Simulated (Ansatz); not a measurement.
# MnS (Fm-3m): magnetic orders compared

The task here is to estimate one member of a computed series from the others.

The COD entry's cell or inner coordinates are ideal or old and differ from later refinements, so a difference from it is no clean test against experiment.

Computed with Ansatz 0.2.0 (DFT r²SCAN, scalar-relativistic, plane waves, PAW, unless a step's input says otherwise).

## The system as given

The structure is cubic, space group Fm-3m (No. 225). The conventional cell has a = 5.220 Å, b = 5.220 Å, c = 5.220 Å, α = 90.00°, β = 90.00°, γ = 90.00°. Mn (site symmetry m-3m) is surrounded by 6 S at 2.61 Å. S (site symmetry m-3m) is surrounded by 6 Mn at 2.61 Å.

Coordinates:

```cif
data_structure
_symmetry_space_group_name_H-M 'P 1'
_symmetry_Int_Tables_number 1
_cell_length_a 3.6912
_cell_length_b 3.6912
_cell_length_c 3.6912
_cell_angle_alpha 60.000
_cell_angle_beta 60.000
_cell_angle_gamma 60.000
_cell_volume 35.56
loop_
_atom_site_label
_atom_site_type_symbol
_atom_site_fract_x
_atom_site_fract_y
_atom_site_fract_z
_atom_site_occupancy
Mn1 Mn 0.00000 0.00000 0.00000 1
S1 S 0.50000 0.50000 0.50000 1
```

This cell comes from an earlier session at r²SCAN: 17.781 Å³/atom at 0.08 GPa, on a 12×12×12 mesh.

The first run:

The input, input.yaml:

```yaml
crystal:
  lattice:
    - [-2.6100487659, -2.6100487659, 5.2200975318]
    - [-5.2200975318, -2.6100487659, 2.6100487659]
    - [-2.6100487659, -5.2200975318, 2.6100487659]
  atoms:
    - { symbol: Mn, position: [0.0, 0.0, 0.0], spin: 5.0 }
    - { symbol: S, position: [1.25, -0.75, -0.75] }
    - { symbol: Mn, position: [0.5, 0.5, 0.5], spin: 5.0 }
    - { symbol: S, position: [1.75, -0.25, -0.25] }
basis:
  ecutwfc: 500
  ecutrho_ratio: 4
kpoints:
  mp_grid: { grid: [8, 8, 8] }
hamiltonian:
  xc: r2scan
scf:
  occupations: { method: gaussian, width: 0.05 }
  lower_state_search: "off"
output:
  forces: true
  stress: true
  eigenvalues: true
  populations: true
magnetization:
  spin_polarized: true
```

On the command line:

```console
$ ansatz run input.yaml --threads 2 --pin off --max-ram 5120MiB --backend cpu --events-out ev --progress --plain --runs-dir out
```

Steps of the session up to this table: Ferromagnetic, larger cell; Antiferromagnetic, propagation vector (1/2, 1/2, -1/2); Antiferromagnetic, propagation vector (1, 0, 0); No spin polarisation.

One of the session's tables, all rows but one given; the rest of the session is left out.

| order | above the lowest (meV/atom) | largest moment (μB) | pressure (GPa) | gap on the mesh (eV) |
| --- | --- | --- | --- | --- |
| ferromagnetic | 53.6 | 4.46 | 0.1 | 0.00 |
| antiferromagnetic, propagation vector (1/2, 1/2, -1/2) | 0.0 | 4.34 | -2.4 | 1.79 |
| antiferromagnetic, propagation vector (1, 0, 0) | ? | ? | ? | ? |
| no spin polarisation | 1818.6 | 0.00 | -21.8 | 0.00 |

Estimate the missing values for antiferromagnetic, propagation vector (1, 0, 0).

The run gave: above the lowest (meV/atom): 39.7; largest moment (μB): 4.43; pressure (GPa): -0.8; gap on the mesh (eV): 0.40. In the column «above the lowest (meV/atom)» it lies between antiferromagnetic, propagation vector (1/2, 1/2, -1/2) (0.0) and ferromagnetic (53.6).

The first row is the run of the earlier session that started with parallel moments (-2405.9265 eV/atom).

Limits of these values: Only these orders were tried, at zero temperature; the one found in experiment may not be among them. Warnings in the runs' records: stability check not made.
